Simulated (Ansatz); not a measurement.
# InSb5: the cost of one run

Method: DFT PBE, scalar-relativistic, plane waves, PAW, in Ansatz 0.2.0.

## 1. The system as given

It takes space group P4/mmm (No. 123, tetragonal). Conventional cell: a = 6.505 Å, b = 6.505 Å, c = 4.722 Å, α = 90.00°, β = 90.00°, γ = 90.00°. In (site symmetry 4/mmm) has 2 Sb at 2.36 Å in its first shell of neighbours. Sb (site symmetry m2m) is surrounded by 2 Sb at 2.16 Å. Sb (site symmetry 4/mmm) has 2 In at 2.36 Å in its first shell of neighbours.

Structure file:

```
In Sb
1.0
     6.50466    0.00000    0.00000
     0.00000    6.50466    0.00000
     0.00000    0.00000    4.72185
In Sb
1 5
Direct
  0.00000 0.00000 0.50000
  0.66640 0.66640 0.00000
  0.33360 0.33360 0.00000
  0.66640 0.33360 0.00000
  0.33360 0.66640 0.00000
  0.00000 0.00000 0.00000
```

Recipe of the guess: random cell by space group and Wyckoff sites (P4/mmm, No. 123). The dimensions are guesses.

## 2. The guess as it stands, on a coarse mesh

File input.yaml:

```yaml
crystal:
  lattice:
    - [6.50466282, 0.0, 0.0]
    - [0.0, 6.50466282, 0.0]
    - [0.0, 0.0, 4.72184933]
  atoms:
    - { symbol: In, position: [0.0, 0.0, 0.5] }
    - { symbol: Sb, position: [0.66640107, 0.66640107, 0.0] }
    - { symbol: Sb, position: [0.33359893, 0.33359893, 0.0] }
    - { symbol: Sb, position: [0.66640107, 0.33359893, 0.0] }
    - { symbol: Sb, position: [0.33359893, 0.66640107, 0.0] }
    - { symbol: Sb, position: [0.0, 0.0, 0.0] }
basis:
  ecutwfc: 420
kpoints:
  mp_grid: { grid: [4, 4, 4] }
hamiltonian:
  xc: pbe
scf:
  occupations: { method: gaussian, width: 0.1 }
  lower_state_search: "off"
output:
  forces: true
  stress: true
  eigenvalues: true
```

Started as:

```bash
> ansatz run input.yaml --threads 1 --pin off --max-ram 2560MiB --backend cpu --events-out ev --progress --plain --runs-dir out
```

Q: Estimate wall time and peak memory on 1 thread of Arm Neoverse V1, shared host.

About 15 s, with a peak of 0.48 GiB.
